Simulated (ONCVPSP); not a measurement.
# An ONCV potential for gallium, from input to tests

Aim: build the potential from the settings below, then test how well it stands in for the atom: other configurations, scattering, ghost states and the plane-wave cutoff that it needs.

The numbers are computed with ONCVPSP 4.0.1.1 (patched build) (PBEsol, scalar-relativistic, spin-unpolarised reference atom).

### 1 Starting point

Typed settings, in words:

| Property | Result |
| --- | --- |
| element | gallium (Ga, Z = 31) |
| type | optimised norm-conserving Vanderbilt (ONCV) |
| frozen core | [Ar] |
| valence charge | 13 |
| reference configuration | 3d10 4s1 (charge +2) |
| partial waves | 4s: rc 1.75 bohr, ncon 4, nbas 8, qcut 3.4 1/bohr, 2 projectors, debl 2.1 Ha; p scattering state at 0.24 Ha: rc 1.70 bohr, ncon 3, nbas 6, qcut 4.6 1/bohr, 2 projectors, debl 2.8 Ha; 3d: rc 1.25 bohr, ncon 3, nbas 7, qcut 14.1 1/bohr, 1 projector |
| local potential | polynomial inside 0.85 bohr (lpopt 5, dvloc0 0 Ha) |
| core correction | Teter function, fcfact 4, rcfact 1.65 |

The outer shells as boxes (Hund's rule for the drawing; the calculation is spin-unpolarised):

```
[Ar] core
3d [↑↓][↑↓][↑↓][↑↓][↑↓]
4s [↑ ]
```

The nodes and maxima of the atom's own shells, from an earlier all-electron run, set the scale for the radii.

All-electron outer shells of the reference configuration (PBEsol, scalar-relativistic, ld1.x):

```csv
shell,level (eV),outermost node (bohr),outermost maximum (bohr)
3p,-119.04,0.24,0.56
3d,-39.39,–,0.53
4s,-26.03,0.80,1.78
4p,-17.65,0.86,2.12
```

### 2 Generation

Ga.dat reads:

```
# ATOM AND REFERENCE CONFIGURATION
# atsym  z   nc   nv     iexc    psfile
  Ga 31.00    5    2  -116133      upf
#
#   n    l    f
    1    0    2.00
    2    0    2.00
    2    1    6.00
    3    0    2.00
    3    1    6.00
    3    2   10.00
    4    0    1.00
#
# PSEUDOPOTENTIAL AND OPTIMIZATION
# lmax
    2
#
#   l,   rc,      ep,       ncon, nbas, qcut
    0    1.75    0.00    4    8    3.40
    1    1.70    0.24    3    6    4.60
    2    1.25    0.00    3    7   14.10
#
# LOCAL POTENTIAL
# lloc, lpopt,  rc(5),   dvloc0
    4    5    0.85    0.00
#
# VANDERBILT-KLEINMAN-BYLANDER PROJECTORs
# l, nproj, debl
    0    2    2.10
    1    2    2.80
    2    1    3.20
#
# MODEL CORE CHARGE
# icmod, fcfact, rcfact
    3    4.00    1.65
#
# LOG DERIVATIVE ANALYSIS
# epsh1, epsh2, depsh
   -3.00    5.00    0.02
#
# OUTPUT GRID
# rlmax, drl
    6.00    0.01
#
# TEST CONFIGURATIONS
# ncnf
    4
# nvcnf
#   n    l    f
    3
    3    2   10.00
    4    0    2.00
    4    1    1.00
#
    2
    3    2   10.00
    4    0    2.00
#
    2
    3    2   10.00
    4    0    0.00
#
    3
    3    2   10.00
    4    0    0.00
    4    1    3.00
#
```

Launch:

```
$ oncvpsp.x < Ga.dat > Ga.out
```

Output in Ga.out (without the consistency checks and plot data):

```text
ONCVPSP  (Optimized Norm-Conservinng Vanderbilt PSeudopotential)
scalar-relativistic version 4.0.1.1, modified

#   n    l    f        energy (Ha)
    1    0    2.00    -3.7637606E+02
    2    0    2.00    -4.7092232E+01
    2    1    6.00    -4.1103991E+01
    3    0    2.00    -6.1788228E+00
    3    1    6.00    -4.3747456E+00
    3    2   10.00    -1.4474688E+00
    4    0    1.00    -9.5668758E-01

Reference configufation results
  iterations    25
  all-electron total energy (Ha)   -1.94147356D+03

Begin loop to  construct optimized pseudo wave functions
and semi-local pseudopoentials for all angular momenta

   Wellstate for l =  0  n =  6
     eigenvalue =   1.1433
     asymptotic potential =   1.6433
     half-point radius =  3.8242

Calculating optimized projector #   1

 for l=   0

    Fraction of norm inside rc  0.364606
    Optimizing pswf for qcut=   3.41 a_B^-1,  ecut=   5.80 Ha
    Residual kinetic energy error=  5.19D-03 Ha

    Energy error per electron        Cutoff
         Ha          eV             Ha
         0.01000     0.27211        5.03
         0.00100     0.02721       14.96
         0.00010     0.00272       50.49
         0.00001     0.00027       59.06

Calculating optimized projector #   2

 for l=   0

    Fraction of norm inside rc  0.080812
    Optimizing pswf for qcut=   3.41 a_B^-1,  ecut=   5.80 Ha
    Residual kinetic energy error=  1.44D-02 Ha

    Energy error per electron        Cutoff
         Ha          eV             Ha
         0.01000     0.27211        6.16
         0.00100     0.02721       14.78
         0.00010     0.00272       47.05
         0.00001     0.00027       77.05

WARNING wellstate: moderately localized bound state found for n= 4 l=  1
WARNING scattering state with energy  0.05000000
WARNING will be used for the first projector

   Wellstate for l =  1  n =  5
     eigenvalue =   0.0500
     asymptotic potential =   0.5500
     half-point radius =  4.4108

   Wellstate for l =  1  n =  6
     eigenvalue =   2.8500
     asymptotic potential =   3.3500
     half-point radius =  2.9541

Calculating optimized projector #   1

 for l=   1

    Fraction of norm inside rc  0.106959
    Optimizing pswf for qcut=   4.59 a_B^-1,  ecut=  10.53 Ha
    Residual kinetic energy error=  1.43D-04 Ha

    Energy error per electron        Cutoff
         Ha          eV             Ha
         0.01000     0.27211        2.84
         0.00100     0.02721        8.05
         0.00010     0.00272       11.54
         0.00001     0.00027       31.18

Calculating optimized projector #   2

 for l=   1

    Fraction of norm inside rc  0.079579
    Optimizing pswf for qcut=   4.59 a_B^-1,  ecut=  10.53 Ha
    Residual kinetic energy error=  4.14D-03 Ha

    Energy error per electron        Cutoff
         Ha          eV             Ha
         0.01000     0.27211        9.28
         0.00100     0.02721       15.90
         0.00010     0.00272       53.55
         0.00001     0.00027      100.12

Calculating optimized projector #   1

 for l=   2

    Fraction of norm inside rc  0.864369
    Optimizing pswf for qcut=  14.10 a_B^-1,  ecut=  99.47 Ha
    Residual kinetic energy error=  2.40D-07 Ha

    Energy error per electron        Cutoff
         Ha          eV             Ha
         0.01000     0.27211       62.53
         0.00100     0.02721       73.57
         0.00010     0.00272       82.42
         0.00001     0.00027       89.45

Construct Vanderbilt / Kleinmman-Bylander projectors

B matrix Hermiticity error, ll=   0
   1   2   -1.0719E-04

  Orthonormal projector coefficients  1.1347E+01  1.1063E+00

B matrix Hermiticity error, ll=   1
   1   2    1.0343E-04

  Orthonormal projector coefficients  8.1591E+00  8.6396E-01

Model core correction analysis
  based on d2Exc/dn_idn_j

d2excae - all-electron derivatives

   -3.103551D-02   -8.845781D-03
   -8.841408D-03   -5.667389D-02

d2excps - pseudofunction derivatives with no core correction

   -4.885360D-02   -9.781281D-03
   -9.775128D-03   -5.916995D-02

rms 2nd derivative error    9.020279E-03

rmatch, rhocmatch    0.5476   48.1114

Teter function model core charge with specified parameters

d2excps - pseudofunction derivatives with core correction

   -3.200632D-02   -9.315681D-03
   -9.309586D-03   -5.899115D-02

rms 2nd derivative error    1.299247E-03

Pseudoatom total energy  -74.523392

Diagnostic tests using Vanderbilt-Kleinman-Bylander pseudopotentials
  1 or more projectors used as specified by nproj input data

   l    rcore       rmatch      e in        delta e   norm test  slope test

   0   1.7582998   1.8116856  -0.9566876  -0.0000023   1.0000440   1.0001391
   0   1.7582998   1.8116856   1.1433124   0.0000014   1.0002026   1.0002026

   1   1.7064872   1.7582998   0.0500000   0.0000150   1.0000638   1.0000638
   1   1.7064872   1.7582998   2.8500000   0.0000080   1.0005707   1.0005707

   2   1.2502821   1.2882434  -1.4474688  -0.0000079   0.9999927   1.0000120

 Testing for bound ghosts
   n   l    E NL Schr. Eq   E Basis Diag.   E Cutoff

       0                       -3.567243     84.28  WARNING - GHOST(-)
   1   0       -0.956690       -0.953875     84.28

   2   1       -0.649589       -0.632978     52.72

   3   2       -1.447477       -1.446900    118.17

 Testing for highly-localized positive-energy ghosts
       l    <radius>/rc     E Basis Diag.   E Cutoff

       1        0.338459        3.829640     52.72  WARNING - GHOST(+)

Test configuration 0

   n   l     f        eae           eps        diff
   1   0  2.0000 -376.37605627
   2   0  2.0000  -47.09223196
   2   1  6.0000  -41.10399110
   3   0  2.0000   -6.17882276
   3   1  6.0000   -4.37474556
   3   2 10.0000   -1.44746884   -1.44747674   -7.90D-06
   4   0  1.0000   -0.95668758   -0.95668987   -2.29D-06

    Total energies and differences
      AE_ref= -1.94147356D+03  AE_tst= -1.94147356D+03  dif=  0.00D+00
      PS_ref= -7.45233924D+01  PS_tst= -7.45233924D+01  dif= -1.99D-13
      PSP excitation error=  1.99D-13

Test configuration 1

   n   l     f        eae           eps        diff
   1   0  2.0000 -375.61965393
   2   0  2.0000  -46.34864928
   2   1  6.0000  -40.35920948
   3   0  2.0000   -5.43072042
   3   1  6.0000   -3.62649692
   3   2 10.0000   -0.70419174   -0.70804490   -3.85D-03
   4   0  2.0000   -0.32937413   -0.32912532    2.49D-04
   4   1  1.0000   -0.09447944   -0.09498144   -5.02D-04

    Total energies and differences
      AE_ref= -1.94147356D+03  AE_tst= -1.94245904D+03  dif= -9.85D-01
      PS_ref= -7.45233924D+01  PS_tst= -7.55099027D+01  dif= -9.87D-01
      PSP excitation error=  1.03D-03

Test configuration 2

   n   l     f        eae           eps        diff
   1   0  2.0000 -375.92733777
   2   0  2.0000  -46.65355864
   2   1  6.0000  -40.66447422
   3   0  2.0000   -5.73608184
   3   1  6.0000   -3.93199529
   3   2 10.0000   -1.00907077   -1.01168394   -2.61D-03
   4   0  2.0000   -0.60131681   -0.60144963   -1.33D-04

    Total energies and differences
      AE_ref= -1.94147356D+03  AE_tst= -1.94225032D+03  dif= -7.77D-01
      PS_ref= -7.45233924D+01  PS_tst= -7.53003823D+01  dif= -7.77D-01
      PSP excitation error=  2.36D-04

Test configuration 3

   n   l     f        eae           eps        diff
   1   0  2.0000 -376.87265926
   2   0  2.0000  -47.57482234
   2   1  6.0000  -41.58775287
   3   0  2.0000   -6.66601193
   3   1  6.0000   -4.86164884
   3   2 10.0000   -1.92780147   -1.92318953    4.61D-03

    Total energies and differences
      AE_ref= -1.94147356D+03  AE_tst= -1.94032986D+03  dif=  1.14D+00
      PS_ref= -7.45233924D+01  PS_tst= -7.33806812D+01  dif=  1.14D+00
      PSP excitation error=  9.87D-04

Test configuration 4

   n   l     f        eae           eps        diff
   1   0  2.0000 -375.75606837
   2   0  2.0000  -46.47847986
   2   1  6.0000  -40.48924072
   3   0  2.0000   -5.56664160
   3   1  6.0000   -3.76227330
   3   2 10.0000   -0.83584372   -0.84038855   -4.54D-03
   4   1  3.0000   -0.14787032   -0.14828356   -4.13D-04

    Total energies and differences
      AE_ref= -1.94147356D+03  AE_tst= -1.94196695D+03  dif= -4.93D-01
      PS_ref= -7.45233924D+01  PS_tst= -7.50192127D+01  dif= -4.96D-01
      PSP excitation error=  2.43D-03
```

It took 5 s on 1 thread of Neoverse-N1, shared host.

The projector energies used in the p channel were 0.050, 2.850 Ha; the program set a typed value aside.

All-electron and pseudo partial waves u(r) = r·R(r), from the program's wave files:

| r (bohr) | 3d AE | 3d PS |
| --- | --- | --- |
| 0.088 | 0.1097 | 0.0175 |
| 0.175 | 0.4155 | 0.1235 |
| 0.262 | 0.7260 | 0.3508 |
| 0.350 | 0.9476 | 0.6616 |
| 0.438 | 1.0656 | 0.9626 |
| 0.525 | 1.1013 | 1.1651 |
| 0.612 | 1.0834 | 1.2361 |
| 0.700 | 1.0327 | 1.1907 |
| 0.788 | 0.9649 | 1.0784 |
| 0.875 | 0.8907 | 0.9517 |
| 0.962 | 0.8152 | 0.8390 |
| 1.050 | 0.7407 | 0.7466 |
| 1.138 | 0.6700 | 0.6706 |
| 1.225 | 0.6048 | 0.6048 |
| 1.312 | 0.5445 | 0.5445 |
| 1.400 | 0.4888 | 0.4888 |
| 1.487 | 0.4385 | 0.4385 |
| 1.575 | 0.3924 | 0.3924 |
| 1.662 | 0.3511 | 0.3512 |
| 1.750 | 0.3135 | 0.3135 |
| 1.838 | 0.2796 | 0.2796 |
| 1.925 | 0.2495 | 0.2495 |
| 2.012 | 0.2224 | 0.2224 |
| 2.100 | 0.1979 | 0.1979 |
| 2.188 | 0.1759 | 0.1759 |
| 2.275 | 0.1564 | 0.1564 |

Densities times 4π (e/bohr³); a dash where the program caps the true core:

| r (bohr) | pseudo valence | true core | model core |
| --- | --- | --- | --- |
| 0.088 | 0.431 | – | 186.7 |
| 0.262 | 17.96 | – | 147.2 |
| 0.438 | 48.35 | 66.58 | 89.92 |
| 0.612 | 40.89 | 37.16 | 41.92 |
| 0.788 | 18.86 | 15.07 | 13.9 |
| 0.962 | 7.769 | 5.363 | 3.019 |
| 1.138 | 3.673 | 1.789 | 0.3128 |
| 1.312 | 1.954 | 0.5928 | 0.003026 |
| 1.487 | 1.109 | 0.1948 | 0.003987 |
| 1.662 | 0.6628 | 0.06407 | 0.001162 |
| 1.838 | 0.4108 | 0.02103 | 2.28e-05 |
| 2.012 | 0.2632 | 0.007033 | 0.0001729 |
| 2.188 | 0.1708 | 0.002335 | 1.579e-05 |

### 3 Transferability, from the output's test configurations

The tests as a table, with energies relative to 3d10 4s1.

| valence configuration | charge | ΔE all-electron (eV) | error AE − PS (meV) |
| --- | --- | --- | --- |
| 3d10 4s2 4p1 | 0 | -26.816 | +28 |
| 3d10 4s2 | +1 | -21.137 | +6.4 |
| 3d10 4s0 | +3 | 31.122 | +27 |
| 3d10 4s0 4p3 | 0 | -13.426 | +66 |

### 4 Logarithmic derivatives

Taken from the files of the generation run. The phase is arctan(r·R′/R) of the radial function R, unwrapped, with energies in Ha. A pole is an energy at which the radial function vanishes at the test radius. The pseudo phase is shifted by a multiple of π to meet the all-electron one at the reference energy. Levels narrower than the energy grid can be missing from the poles. The last column is the largest difference on the grid between −0.5 and +0.5 Ha.

| channel | radius (bohr) | reference (Ha) | poles AE | poles PS | window around the reference with phases within 0.05 rad (Ha) | largest difference near zero (rad) |
| --- | --- | --- | --- | --- | --- | --- |
| s | 1.78 | -0.96 | 1.56 | 1.56 | below 4.1 | 0.000 |
| p | 1.73 | 0.05 | 2.74 | 2.74, 3.86 | below 3.7 | 0.001 |
| d | 1.27 | -1.45 | -0.76 | -0.74 | below 0.9 | 0.026 |

Phases (rad) along the scan:

| E (Ha) | d AE | d PS | s AE | s PS |
| --- | --- | --- | --- | --- |
| -2.98 | 0.819 | 0.830 | 1.093 | 1.096 |
| -2.54 | 0.512 | 0.528 | 0.969 | 0.969 |
| -2.10 | -0.164 | -0.149 | 0.741 | 0.741 |
| -1.66 | -0.959 | -0.958 | 0.279 | 0.279 |
| -1.22 | -1.362 | -1.361 | -0.439 | -0.439 |
| -0.78 | -1.563 | -1.558 | -0.958 | -0.958 |
| -0.34 | -1.693 | -1.681 | -1.216 | -1.216 |
| 0.10 | -1.797 | -1.777 | -1.357 | -1.357 |
| 0.54 | -1.898 | -1.865 | -1.445 | -1.445 |
| 0.98 | -2.014 | -1.957 | -1.508 | -1.508 |
| 1.42 | -2.164 | -2.067 | -1.557 | -1.557 |
| 1.86 | -2.379 | -2.210 | -1.600 | -1.600 |
| 2.30 | -2.704 | -2.408 | -1.641 | -1.642 |
| 2.74 | -3.148 | -2.691 | -1.684 | -1.686 |
| 3.18 | -3.595 | -3.066 | -1.734 | -1.739 |
| 3.62 | -3.922 | -3.463 | -1.800 | -1.813 |
| 4.06 | -4.133 | -3.786 | -1.898 | -1.937 |
| 4.50 | -4.271 | -4.012 | -2.075 | -2.213 |
| 4.94 | -4.366 | -4.166 | -2.475 | -3.038 |

### 5 Convergence and ghost test

Read off the output, the cutoffs (Ha) at which the residual kinetic energy of the hardest occupied pseudo-wave falls to 1 and 0.1 mHa per electron: 74 Ha and 82 Ha.

The program's own ghost test: GHOST(-) flagged for s at -97.1 eV; GHOST(+) flagged for p at 104.2 eV.

Cutoff (Ha) at which the first wave of each channel reaches a given error (Ha per electron):

| error | s | p | d |
| --- | --- | --- | --- |
| 1.0e-02 | 5.0 | 2.8 | 62.5 |
| 3.2e-03 | 6.8 | 6.2 | 68.3 |
| 1.0e-03 | 15.0 | 8.1 | 73.6 |
| 3.2e-04 | 41.7 | 9.5 | 78.4 |
| 1.0e-04 | 50.5 | 11.5 | 82.4 |
| 3.2e-05 | 55.4 | 18.8 | 86.2 |
| 1.0e-05 | 59.1 | 31.2 | 89.5 |

### 6 Outcome

```
                                                quantity                      value
  cutoffs for 1 and 0.1 mHa per electron, occupied waves            74 Ha and 82 Ha
                                            bound ghosts             s at -97.07 eV
                                          GHOST(+) flags                p at 104 eV
                            largest test error (AE − PS)  +66 meV, for 3d10 4s0 4p3
largest phase difference near zero energy, channels read                  0.026 rad
 rms error of d²Exc/dn², without and with the model core          9.02 and 1.30 mHa
                 projector energies reset by the program         p: 0.050, 2.850 Ha
```

**Reading.** A bound ghost (s) makes it unfit for use: electrons can fall into a state that the atom doesn't have. By total energies transferability is fair: the largest error is 66 meV on 13.4 eV, for 3d10 4s0 4p3. By its cutoff, 74 Ha for the looser tolerance, it is very hard. At the looser tolerance the 3d wave is the slowest; 4s needs 15 Ha. Near zero energy the phases of the channels with partial waves agree within 0.026 rad. The program also flags highly localised states, GHOST(+) (p). These are tests on the free atom; a crystal test is still owed.
